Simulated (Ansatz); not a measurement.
**SbTePd: a short molecular-dynamics run**

What does SbTePd do over 40 steps of 1 fs at constant energy, with velocities drawn for 900 K? The cell is an element-swapped structure of 12 atoms, taken as it stands, without a relaxation.

Method: DFT PBEsol, plane waves, PAW, scalar-relativistic, no spin polarisation, in Ansatz 0.2.0.

## Step 1: Starting point

The cell holds 12 atoms (Pd4Sb4Te4): a = 6.633 Å, b = 6.633 Å, c = 6.633 Å, α = 90.00°, β = 90.00°, γ = 90.00°.

As a file:

```cif
data_structure
_symmetry_space_group_name_H-M 'P 1'
_symmetry_Int_Tables_number 1
_cell_length_a 6.6330
_cell_length_b 6.6330
_cell_length_c 6.6330
_cell_angle_alpha 90.000
_cell_angle_beta 90.000
_cell_angle_gamma 90.000
_cell_volume 291.82
loop_
_atom_site_label
_atom_site_type_symbol
_atom_site_fract_x
_atom_site_fract_y
_atom_site_fract_z
_atom_site_occupancy
Pd1 Pd 0.99618 0.99618 0.99618 1
Pd2 Pd 0.50382 0.00382 0.49618 1
Pd3 Pd 0.49618 0.50382 0.00382 1
Pd4 Pd 0.00382 0.49618 0.50382 1
Sb1 Sb 0.62342 0.62342 0.62342 1
Sb2 Sb 0.87658 0.37658 0.12342 1
Sb3 Sb 0.12342 0.87658 0.37658 1
Sb4 Sb 0.37658 0.12342 0.87658 1
Te1 Te 0.38203 0.38203 0.38203 1
Te2 Te 0.11797 0.61797 0.88203 1
Te3 Te 0.88203 0.11797 0.61797 1
Te4 Te 0.61797 0.88203 0.11797 1
```

## Step 2: Molecular dynamics

Contents of input.yaml:

```yaml
crystal:
  lattice:
    - [6.632954, 0.0, 0.0]
    - [0.0, 6.632954, 0.0]
    - [0.0, 0.0, 6.632954]
  atoms:
    - { symbol: Pd, position: [0.99618, 0.99618, 0.99618] }
    - { symbol: Pd, position: [0.50382, 0.00382, 0.49618] }
    - { symbol: Pd, position: [0.49618, 0.50382, 0.00382] }
    - { symbol: Pd, position: [0.00382, 0.49618, 0.50382] }
    - { symbol: Sb, position: [0.62342, 0.62342, 0.62342] }
    - { symbol: Sb, position: [0.87658, 0.37658, 0.12342] }
    - { symbol: Sb, position: [0.12342, 0.87658, 0.37658] }
    - { symbol: Sb, position: [0.37658, 0.12342, 0.87658] }
    - { symbol: Te, position: [0.38203, 0.38203, 0.38203] }
    - { symbol: Te, position: [0.11797, 0.61797, 0.88203] }
    - { symbol: Te, position: [0.88203, 0.11797, 0.61797] }
    - { symbol: Te, position: [0.61797, 0.88203, 0.11797] }
kpoints:
  mp_grid: { grid: [2, 2, 2] }
magnetization:
  spin_polarized: false
scf:
  occupations: { method: fermi_dirac, width: 0.05 }
hamiltonian:
  pseudopotentials: { kind: paw }
  xc: pbesol
basis:
  ecutwfc: 420
md:
  timestep: 1.0
  n_steps: 40
  ensemble: nve
  temperature: 900.0
  initial_velocities: maxwell_boltzmann
  seed: 729761
```

Command:

```console
$ ansatz run input.yaml --threads 2 --pin off --max-ram 2560MiB --backend cpu --events-out ev --progress --plain --runs-dir out
```

What it wrote, shortened:

```text
Warning: md: disabling space-group detection — thermal motion breaks the input geometry's symmetry, so no spatial operation reduces the k-mesh or symmetrises the density; time reversal is kept, so that k and −k are solved as one point where they differ and the mesh holds both, and exact [...]
Warning: RAYON_NUM_THREADS=2 ignored (pool sized by the plan → 2); use --threads N
[...]
Pseudopotentials: kind: paw
Pseudopotential: Pd, paw, valence charge 18, recommended cutoff 420 eV (normal), Pd.paw.azcp
Pseudopotential: Sb, paw, valence charge 15, recommended cutoff 420 eV (normal), Sb.paw.azcp
Pseudopotential: Te, paw, valence charge 16, recommended cutoff 420 eV (normal), Te.paw.azcp
Functional definition: PBEsol
[...]
Crystal: 12 atoms, lattice volume = 291.824 Å³
Basis set: ecut = 420 eV, 5695 PW (Γ), exchange–correlation on 90×90×90 points (8 copies of the dense FFT grid, shifted against one another)
Bands: 118, of which v1, the nominal top of the filled ones, is band 98 counted from 1 (97 counted from 0)
Symmetry: 1 space group operations
k-points: 8
[...]
SCF iter   1: F=—  HF=-80869.343402 eV  |F-HF|=—  |Δ(HF+E_count)|=         —  Δρ=5.56e-3  dr2=9.75e-2  ethr=1.77e-3  ⟨swp⟩=6.0  Hψ=3515  notcnv=0  defer=50
[...]
md step     0: t =     0.00 fs  T =   900.0 K  F+E_penalty+E_count = -80869.32210627 eV  E_kin = 1.279674 eV  conserved = -80868.04243228 eV  (7 SCF iters)
[...]
md step    10: t =    10.00 fs  T =   807.9 K  F+E_penalty+E_count = -80869.19108709 eV  E_kin = 1.148678 eV  conserved = -80868.04240901 eV  (7 SCF iters)
[...]
md step    20: t =    20.00 fs  T =   700.6 K  F+E_penalty+E_count = -80869.03850456 eV  E_kin = 0.996126 eV  conserved = -80868.04237836 eV  (7 SCF iters)
[...]
md step    30: t =    30.00 fs  T =   611.4 K  F+E_penalty+E_count = -80868.91169012 eV  E_kin = 0.869328 eV  conserved = -80868.04236231 eV  (7 SCF iters)
[...]
md step    39: t =    39.00 fs  T =   561.8 K  F+E_penalty+E_count = -80868.84112579 eV  E_kin = 0.798761 eV  conserved = -80868.04236475 eV  (2 SCF iters)
[...]
md step    40: t =    40.00 fs  T =   558.1 K  F+E_penalty+E_count = -80868.83589934 eV  E_kin = 0.793534 eV  conserved = -80868.04236575 eV  (7 SCF iters)
SCF converged after 7 iterations
Free energy (F): -80868.835899 eV
[...]
E sigma→0 (E₀):  -80868.811055 eV
Entropy (-TS):   -0.049689 eV (-4.141 meV/atom)
Fermi energy:    12.734780 eV
[...]
--- Forces (eV/Å), atoms counted from 1 ---
  atom   1  Pd    -0.23305302     1.14247840     0.55571625
  atom   2  Pd    -0.90146046    -0.43379400     0.52769101
  atom   3  Pd    -0.56950634    -0.67203307    -0.17919720
  atom   4  Pd     0.45388743    -0.32875921    -0.49118069
  atom   5  Sb     0.84058864     1.03753112     1.42498158
  atom   6  Sb    -0.01283154    -0.37197461     0.16049977
  atom   7  Sb     0.53613954    -0.37437408    -0.73524642
  atom   8  Sb     0.11768914     0.62703363     0.04210180
[...]
--- MD trajectory: 40 steps, t = 0.0 → 40.0 fs ---
  final state: T = 558.1 K   F+E_penalty+E_count = -80868.83589934 eV   E_kin = 0.793534 eV
  conserved energy: peak-to-peak 7.076e-5 eV (5.896e-6 eV/atom) over 40.0 fs
```

Run time: 2.9 min. Hardware: 2 threads of Arm Neoverse V2, shared host; peak memory 0.94 GiB.

## Step 3: Frames and traces

The trajectory, every 3 steps (energies from step 0); msd is the mean square displacement from the start, the centre of mass held:

```
time (fs)  T (K)  potential energy change (meV/atom)  total energy change (meV/atom)  msd Pd (Å²)  msd Te (Å²)  msd Sb (Å²)
      0.0    900                                 0.0                            0.00        0.000        0.000        0.000
      3.0    876                                 2.8                            0.00        0.000        0.000        0.000
      6.0    849                                 6.1                            0.00        0.001        0.001        0.001
      9.0    818                                 9.7                            0.00        0.002        0.001        0.001
     12.0    786                                13.5                            0.00        0.003        0.002        0.002
     15.0    754                                17.3                            0.00        0.005        0.004        0.003
     18.0    722                                21.2                            0.00        0.006        0.005        0.004
     21.0    690                                24.8                            0.00        0.008        0.007        0.005
     24.0    661                                28.3                            0.01        0.011        0.009        0.006
     27.0    635                                31.4                            0.01        0.013        0.011        0.007
     30.0    611                                34.2                            0.01        0.016        0.014        0.009
     33.0    591                                36.6                            0.01        0.019        0.016        0.010
     36.0    575                                38.5                            0.01        0.022        0.019        0.011
     39.0    562                                40.1                            0.01        0.024        0.022        0.013
     40.0    558                                40.5                            0.01        0.025        0.023        0.013
```

time (fs), T (K) and a bar:
```
      0.0        900 ##############################
      2.0        884 #############################
      3.0        876 ############################
      5.0        858 ##########################
      7.0        839 #########################
      9.0        818 #######################
     10.0        808 ######################
     12.0        786 ####################
     14.0        765 ##################
     16.0        743 ################
     17.0        732 ###############
     19.0        711 #############
     21.0        690 ############
     23.0        671 ##########
     24.0        661 #########
     26.0        643 #######
     28.0        627 ######
     30.0        611 #####
     31.0        604 ####
     33.0        591 ###
     35.0        580 ##
     37.0        570 #
     38.0        566 #
     40.0        558
```

Pair distribution over the second half of the run:

```
r (Å)  g Pd–Sb  g Pd–Te
 0.68     0.00     0.00
 0.84     0.00     0.00
 1.00     0.00     0.00
 1.16     0.00     0.00
 1.32     0.00     0.00
 1.48     0.00     0.00
 1.64     0.00     0.00
 1.80     0.00     0.00
 1.96     0.00     0.00
 2.12     0.00     0.00
 2.28     0.00     0.00
 2.44     0.00     0.00
 2.60     1.81     4.98
 2.76     8.96     7.31
 2.92     2.95     2.29
 3.08     0.34     0.00
 3.24     0.00     0.00
```

First peaks of g(r) (not always the tallest), and, where a minimum follows, the mean number of second-named atoms round a first-named one up to the next minimum:

| pair | peak (Å) | height | minimum (Å) | neighbours |
| --- | --- | --- | --- | --- |
| Pd–Sb | 2.76 | 9.0 | - | - |
| Pd–Te | 2.76 | 7.3 | - | - |

## Step 4: Frames from the trajectory

Positions (Å) and forces (eV/Å):

```xyz
12
Lattice="6.633 0.000 0.000 0.000 6.633 0.000 0.000 0.000 6.633" Properties=species:S:1:pos:R:3:forces:R:3 pbc="T T T" time_fs=5.0 T=858 dE=0.0597
Pd    6.605    6.585    6.601    0.138    0.349    0.257
Pd    3.355    0.028    3.290   -0.311   -0.260    0.252
Pd    3.317    3.356    0.027    0.115   -0.315   -0.209
Pd    0.015    3.305    3.355   -0.134    0.165   -0.260
Sb    4.125    4.123    4.112    0.723    0.730    0.789
Sb    5.821    2.502    0.818   -0.555   -0.603    0.552
Sb    0.810    5.815    2.506    0.651   -0.642   -0.678
Sb    2.483    0.808    5.805   -0.510    0.656   -0.546
Te    2.540    2.527    2.543   -0.728   -0.622   -0.728
Te    0.804    4.111    5.859    0.511    0.445   -0.571
Te    5.847    0.784    4.085   -0.573    0.621    0.704
Te    4.079    5.854    0.796    0.672   -0.523    0.437
12
Lattice="6.633 0.000 0.000 0.000 6.633 0.000 0.000 0.000 6.633" Properties=species:S:1:pos:R:3:forces:R:3 pbc="T T T" time_fs=10.0 T=808 dE=0.1310
Pd    6.602    6.564    6.595    0.069    0.490    0.307
Pd    3.367    0.030    3.290   -0.410   -0.307    0.297
Pd    3.344    3.369    0.029    0.017   -0.407   -0.207
Pd    0.004    3.319    3.368   -0.056    0.114   -0.307
Sb    4.116    4.113    4.090    0.850    0.871    0.986
Sb    5.827    2.506    0.818   -0.508   -0.602    0.508
Sb    0.802    5.814    2.513    0.702   -0.683   -0.756
Sb    2.467    0.799    5.794   -0.426    0.700   -0.491
Te    2.544    2.519    2.550   -0.882   -0.680   -0.886
Te    0.826    4.123    5.867    0.448    0.305   -0.576
Te    5.843    0.787    4.072   -0.569    0.671    0.832
Te    4.060    5.856    0.811    0.765   -0.474    0.293
12
Lattice="6.633 0.000 0.000 0.000 6.633 0.000 0.000 0.000 6.633" Properties=species:S:1:pos:R:3:forces:R:3 pbc="T T T" time_fs=15.0 T=754 dE=0.2078
Pd    6.600    6.544    6.590    0.005    0.629    0.357
Pd    3.378    0.031    3.290   -0.507   -0.347    0.343
Pd    3.371    3.381    0.030   -0.083   -0.485   -0.205
Pd   -0.006    3.333    3.380    0.025    0.056   -0.350
Sb    4.109    4.104    4.071    0.952    0.996    1.163
Sb    5.832    2.508    0.819   -0.446   -0.582    0.456
Sb    0.795    5.812    2.519    0.732   -0.700   -0.813
Sb    2.451    0.791    5.783   -0.335    0.720   -0.422
Te    2.547    2.510    2.556   -1.013   -0.723   -1.022
Te    0.849    4.136    5.874    0.375    0.146   -0.575
Te    5.838    0.791    4.061   -0.545    0.705    0.937
Te    4.043    5.857    0.826    0.838   -0.414    0.132
12
Lattice="6.633 0.000 0.000 0.000 6.633 0.000 0.000 0.000 6.633" Properties=species:S:1:pos:R:3:forces:R:3 pbc="T T T" time_fs=20.0 T=701 dE=0.2836
Pd    6.597    6.525    6.585   -0.054    0.762    0.407
Pd    3.388    0.031    3.291   -0.601   -0.381    0.389
Pd    3.397    3.393    0.031   -0.184   -0.550   -0.202
Pd   -0.017    3.348    3.392    0.108   -0.009   -0.389
Sb    4.104    4.097    4.053    1.020    1.091    1.305
Sb    5.836    2.509    0.821   -0.371   -0.548    0.397
Sb    0.790    5.809    2.523    0.738   -0.689   -0.846
Sb    2.434    0.784    5.771   -0.239    0.720   -0.340
Te    2.548    2.499    2.560   -1.108   -0.742   -1.128
Te    0.873    4.150    5.880    0.295   -0.026   -0.572
Te    5.832    0.796    4.052   -0.498    0.719    1.019
Te    4.027    5.858    0.841    0.894   -0.346   -0.041
12
Lattice="6.633 0.000 0.000 0.000 6.633 0.000 0.000 0.000 6.633" Properties=species:S:1:pos:R:3:forces:R:3 pbc="T T T" time_fs=25.0 T=652 dE=0.3526
Pd    6.595    6.508    6.582   -0.109    0.885    0.453
Pd    3.397    0.031    3.293   -0.689   -0.407    0.435
Pd    3.423    3.403    0.031   -0.284   -0.600   -0.198
Pd   -0.028    3.362    3.402    0.193   -0.081   -0.423
Sb    4.100    4.092    4.039    1.045    1.146    1.405
Sb    5.839    2.509    0.824   -0.286   -0.506    0.336
Sb    0.787    5.804    2.525    0.718   -0.650   -0.852
Sb    2.416    0.779    5.758   -0.143    0.706   -0.248
Te    2.547    2.487    2.561   -1.159   -0.726   -1.197
Te    0.897    4.163    5.885    0.209   -0.202   -0.566
Te    5.825    0.803    4.045   -0.429    0.710    1.074
Te    4.013    5.858    0.856    0.934   -0.275   -0.219
12
Lattice="6.633 0.000 0.000 0.000 6.633 0.000 0.000 0.000 6.633" Properties=species:S:1:pos:R:3:forces:R:3 pbc="T T T" time_fs=30.0 T=611 dE=0.4104
Pd    6.592    6.493    6.579   -0.158    0.992    0.494
Pd    3.404    0.030    3.296   -0.771   -0.425    0.475
Pd    3.449    3.411    0.031   -0.383   -0.636   -0.194
Pd   -0.038    3.377    3.412    0.279   -0.159   -0.451
Sb    4.099    4.090    4.027    1.022    1.156    1.457
Sb    5.842    2.508    0.827   -0.196   -0.461    0.275
Sb    0.785    5.798    2.525    0.676   -0.582   -0.833
Sb    2.398    0.776    5.744   -0.050    0.684   -0.152
Te    2.543    2.474    2.561   -1.161   -0.672   -1.223
Te    0.922    4.176    5.888    0.119   -0.372   -0.559
Te    5.817    0.811    4.039   -0.339    0.677    1.104
Te    4.001    5.857    0.871    0.962   -0.202   -0.394
12
Lattice="6.633 0.000 0.000 0.000 6.633 0.000 0.000 0.000 6.633" Properties=species:S:1:pos:R:3:forces:R:3 pbc="T T T" time_fs=35.0 T=580 dE=0.4550
Pd    6.589    6.480    6.578   -0.200    1.079    0.529
Pd    3.410    0.027    3.300   -0.843   -0.434    0.508
Pd    3.473    3.419    0.030   -0.478   -0.660   -0.187
Pd   -0.047    3.390    3.421    0.367   -0.242   -0.474
Sb    4.100    4.090    4.018    0.952    1.118    1.462
Sb    5.844    2.506    0.831   -0.104   -0.415    0.216
Sb    0.784    5.791    2.524    0.614   -0.488   -0.793
Sb    2.380    0.774    5.730    0.037    0.656   -0.054
Te    2.538    2.459    2.558   -1.116   -0.577   -1.207
Te    0.947    4.188    5.891    0.025   -0.527   -0.550
Te    5.808    0.820    4.036   -0.234    0.622    1.110
Te    3.991    5.856    0.885    0.980   -0.132   -0.559
12
Lattice="6.633 0.000 0.000 0.000 6.633 0.000 0.000 0.000 6.633" Properties=species:S:1:pos:R:3:forces:R:3 pbc="T T T" time_fs=40.0 T=558 dE=0.4862
Pd    6.585    6.469    6.578   -0.233    1.142    0.556
Pd    3.413    0.024    3.305   -0.901   -0.434    0.528
Pd    3.497    3.424    0.029   -0.570   -0.672   -0.179
Pd   -0.055    3.404    3.428    0.454   -0.329   -0.491
Sb    4.103    4.092    4.011    0.841    1.038    1.425
Sb    5.846    2.503    0.836   -0.013   -0.372    0.161
Sb    0.785    5.783    2.522    0.536   -0.374   -0.735
Sb    2.362    0.773    5.716    0.118    0.627    0.042
Te    2.530    2.444    2.552   -1.028   -0.448   -1.152
Te    0.972    4.200    5.892   -0.071   -0.658   -0.539
Te    5.799    0.831    4.035   -0.121    0.546    1.094
Te    3.982    5.855    0.898    0.989   -0.067   -0.709
```

## Step 5: What came out

```
                             quantity                            value
                               length                 40 steps of 1 fs
     temperature, first and last step                    900 and 558 K
             temperature, second half    mean 618 K, from 558 to 701 K
        potential energy, second half      +33 meV/atom from the start
   largest change of the total energy                    0.01 meV/atom
mean square displacement, second half  Pd 0.016, Te 0.014, Sb 0.009 Å²
```

What this shows: The temperature starts at 900 K and averages 618 K in the second half, where it still falls, from 701 to 558 K. The total energy strays from its start by at most 0.01 meV/atom, under 0.1 % of the mean kinetic energy, which is good for a step of 1 fs. No atom gets farther than 0.22 Å from its start, with the drift of the whole removed, against a typical distance of 2.7 Å between sites at the start. Averages from a run of 40 fs with 12 atoms are rough. The k-mesh is coarse for this cell.
